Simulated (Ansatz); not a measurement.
# ZrN+ (triplet): from Hartree-Fock to the top rungs, def2-TZVPP

The task here is to estimate one member of a computed series from the others.

Computed with Ansatz 0.2.0, Gaussian basis. Level: def2-TZVPP, core rule «outside noble gas», up to 5 orbitals frozen.

The runs, in order: UHF; ROHF; CCSD(T) on UHF.

2 further runs of the same task are left out: 2 set aside as unsound or not needed.

## The geometry

The geometry is a PBE0/def2-TZVP stationary point (not a proven minimum) of the parent state, kept for this charge and spin. No spin-orbit coupling is included. Elements past krypton take def2 core potentials.

2 atoms, charge 1, spin multiplicity 3.

Atoms are counted from 1 here; the program's logs count them from 0.

Bond lengths: Zr1–N2 1.684 Å.

Set-up of the first run:

File in.yaml:

```yaml
crystal:
  periodic: [false, false, false]
  atoms:
    - {symbol: Zr, position_ang: [0.000000, 0.000000, 0.000000]}
    - {symbol: N, position_ang: [0.000000, 0.000000, 1.683832]}
basis:
  gaussian: {orbitals: def2-TZVPP}
total_charge: 1
magnetization: {spin_polarized: true, initial_magnetization: 2}
hamiltonian: {xc: hf}
output: {orbitals: {seedname: orbitals}}
```

Started as:

```sh
ansatz run in.yaml --threads 1 --pin off --events-out ev --progress --plain --max-ram 4096MiB --backend cpu
```

Among the steps run: UHF; ROHF; CCSD(T) on UHF.

One of the session's tables, all rows but one given; the rest of the session is left out.

| method | from UCCSD(T) (kJ/mol) |
| --- | --- |
| ROHF | +705.8 |
| UHF | +682.6 |
| UMP2 | +41.3 |
| UCCSD | ? |
| UCCSD(T) | 0 |

**Question.** Estimate the row for UCCSD.

As computed: from UCCSD(T) (kJ/mol): +41.1. In the column «from UCCSD(T) (kJ/mol)» it lies between UCCSD(T) (0) and UMP2 (+41.3).
